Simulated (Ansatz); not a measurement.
# Sn3GeSe4: the cost of one run

Method: DFT PBE, scalar-relativistic, plane waves, PAW, in Ansatz 0.2.0.

1 further run of the same task is left out (it didn't finish).

### Step 1. The starting structure

Symmetry: P4/mmm, No. 123, tetragonal system. The conventional cell has a = 4.246 Å, b = 4.246 Å, c = 12.010 Å, α = 90.00°, β = 90.00°, γ = 90.00°. Around Sn (site symmetry 4/mmm) lie 6 Se at 3.00 Å. Sn (site symmetry 4mm) is surrounded by 6 Se at 3.00 Å. Ge (site symmetry 4/mmm) has 6 Se at 3.00 Å as nearest neighbours. Around Se (site symmetry 4mm) lie 5 Sn at 3.00 Å and 1 Ge at 3.00 Å. Se (site symmetry 4/mmm) is surrounded by 4 Ge at 3.00 Å and 2 Sn at 3.00 Å. Se (site symmetry 4/mmm) is surrounded by 6 Sn at 3.00 Å.

Coordinates:

```
CELL_PARAMETERS angstrom
4.24607 0.00000 0.00000
0.00000 4.24607 0.00000
0.00000 0.00000 12.00970
ATOMIC_POSITIONS crystal
Sn 0.00000 0.00000 0.00000
Sn 0.50000 0.50000 0.75000
Sn 0.50000 0.50000 0.25000
Ge 0.00000 0.00000 0.50000
Se 0.00000 0.00000 0.75000
Se 0.50000 0.50000 0.50000
Se 0.00000 0.00000 0.25000
Se 0.50000 0.50000 0.00000
```

The start is an ordering of an alloy on its end members' structure types: elements ordered on the sites of the SnSe type, Ge/Sn on Sn (P4/mmm, No. 123).

### Step 2. Probe: one point on a coarse mesh

input.yaml

```yaml
crystal:
  lattice:
    - [4.24607122, 0.0, 0.0]
    - [0.0, 4.24607122, 0.0]
    - [0.0, 0.0, 12.00970302]
  atoms:
    - { symbol: Sn, position: [0.0, 0.0, 0.0] }
    - { symbol: Sn, position: [0.5, 0.5, 0.75] }
    - { symbol: Sn, position: [0.5, 0.5, 0.25] }
    - { symbol: Ge, position: [0.0, 0.0, 0.5] }
    - { symbol: Se, position: [0.0, 0.0, 0.75] }
    - { symbol: Se, position: [0.5, 0.5, 0.5] }
    - { symbol: Se, position: [0.0, 0.0, 0.25] }
    - { symbol: Se, position: [0.5, 0.5, 0.0] }
basis:
  ecutwfc: 420
kpoints:
  mp_grid: { grid: [4, 4, 2] }
hamiltonian:
  xc: pbe
scf:
  occupations: { method: gaussian, width: 0.1 }
  lower_state_search: "off"
output:
  forces: true
  stress: true
  eigenvalues: true
```

Started as:

```sh
$ ansatz run input.yaml --threads 1 --pin off --max-ram 2560MiB --backend cpu --events-out ev --progress --plain --runs-dir out
```

Q: Estimate wall time and peak memory on 1 thread of Arm Neoverse V2, shared host.

About 9.6 s, with a peak of 0.52 GiB.
